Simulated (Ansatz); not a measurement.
# CH₃BBr₂O: one species, many methods

The task here is to estimate one member of a computed series from the others.

Computed with Ansatz 0.2.0, Gaussian basis. Level: functionals in def2-TZVPP, the program's frozen cores in correlated methods.

Plan: LDA (SPW92), PBE-D4, revPBE-D4, BLYP-D4, r2SCAN-D4, B97M-V, PBE0-D4, B3LYP-D4, r2SCANh-D4, r2SCAN0-D4, HSE06-D4, BHLYP-D4, CAM-B3LYP-D4, LC-ωPBE, ωB97X-V, ωB97M-V, B2PLYP, PBE-QIDH; CCSD(T)/def2-SVP; CCSD(T)/def2-TZVPP; MP2/def2-QZVPP; extrapolation to the limit; RPA on PBE.

## The geometry

An earlier PBE0-D4 in a triple-zeta def2 set relaxation fixed the geometry.

SMILES `COB(Br)Br`, 8 atoms, charge 0, spin multiplicity 1.

Atoms are counted from 1 here; the program's logs count them from 0.

Bond lengths: C1–O2 1.418 Å, C1–H6 1.090 Å, C1–H7 1.090 Å, C1–H8 1.091 Å, O2–B3 1.326 Å, B3–Br4 1.915 Å, B3–Br5 1.928 Å. Angles: O2–C1–H6 108.0°, O2–C1–H7 108.2°, O2–C1–H8 111.5°, H6–C1–H7 109.3°, H6–C1–H8 110.0°, H7–C1–H8 109.9°, C1–O2–B3 127.2°, O2–B3–Br4 117.8°, O2–B3–Br5 123.5°, Br4–B3–Br5 118.7°.

Coordinates:

| atom | x (Å) | y (Å) | z (Å) |
| --- | --- | --- | --- |
| C1 | -0.9449 | -0.5325 | -0.4616 |
| O2 | 0.1843 | -0.5476 | 0.3952 |
| B3 | 1.0694 | 0.4237 | 0.5712 |
| Br4 | 2.5003 | 0.1164 | 1.8068 |
| Br5 | 0.9877 | 2.1160 | -0.3480 |
| H6 | -0.8662 | -1.3849 | -1.1367 |
| H7 | -1.8391 | -0.6415 | 0.1527 |
| H8 | -0.9995 | 0.3932 | -1.0354 |

The first run:

Input file in.yaml:

```yaml
crystal:
  periodic: [false, false, false]
  atoms:
    - {symbol: C, position_ang: [-0.944860, -0.532536, -0.461608]}
    - {symbol: O, position_ang: [0.184347, -0.547574, 0.395157]}
    - {symbol: B, position_ang: [1.069391, 0.423711, 0.571202]}
    - {symbol: Br, position_ang: [2.500305, 0.116416, 1.806786]}
    - {symbol: Br, position_ang: [0.987663, 2.116040, -0.347964]}
    - {symbol: H, position_ang: [-0.866211, -1.384875, -1.136664]}
    - {symbol: H, position_ang: [-1.839081, -0.641507, 0.152727]}
    - {symbol: H, position_ang: [-0.999454, 0.393225, -1.035435]}
basis:
  gaussian: {orbitals: def2-TZVPP}
hamiltonian: {xc: lda}
output: {orbitals: {seedname: orbitals}}
```

Steps of the session up to this table: LDA; PBE-D4 (GGA); revPBE-D4 (GGA); BLYP-D4 (GGA); r2SCAN-D4 (meta-GGA); B97M-V (meta-GGA); PBE0-D4 (hybrid); B3LYP-D4 (hybrid); r2SCANh-D4 (hybrid); r2SCAN0-D4 (hybrid); HSE06-D4 (hybrid); BHLYP-D4 (hybrid); CAM-B3LYP-D4 (range-separated); LC-ωPBE-D4 (range-separated; the results give it without D4); ωB97X-V (range-separated); ωB97M-V (range-separated); B2PLYP (double hybrid); PBE-QIDH (double hybrid).

One of the session's tables, all rows but one given; the rest of the session is left out.

It belongs to the step «Orbital energies across the functionals». 

| functional | HOMO (eV) | gap (eV) |
| --- | --- | --- |
| LDA (SPW92) | -7.02 | 5.28 |
| PBE-D4 | -6.85 | 5.38 |
| revPBE-D4 | -6.80 | 5.42 |
| BLYP-D4 | -6.66 | 5.37 |
| r2SCAN-D4 | -7.19 | 6.00 |
| B97M-V | -7.27 | 6.22 |
| PBE0-D4 | -8.15 | 7.60 |
| B3LYP-D4 | -7.86 | 7.14 |
| r2SCANh-D4 | -7.66 | 6.80 |
| r2SCAN0-D4 | -8.36 | 7.99 |
| HSE06-D4 | -7.75 | 6.82 |
| BHLYP-D4 | ? | ? |
| CAM-B3LYP-D4 | -9.45 | 10.06 |
| LC-ωPBE | -10.86 | 12.58 |
| ωB97X-V | -10.49 | 12.16 |
| ωB97M-V | -10.34 | 11.85 |

Estimate the missing values for BHLYP-D4.

Worked estimate for «HOMO (eV)». Against the share of exact exchange, BLYP-D4 (0, -6.66), B3LYP-D4 (0.2, -7.86) give a slope of -6.00 per unit share; at 0.5 the line stands at -9.66.

As computed: HOMO (eV): -9.26; gap (eV): 9.81. In «HOMO (eV)» the line misses by -0.40.
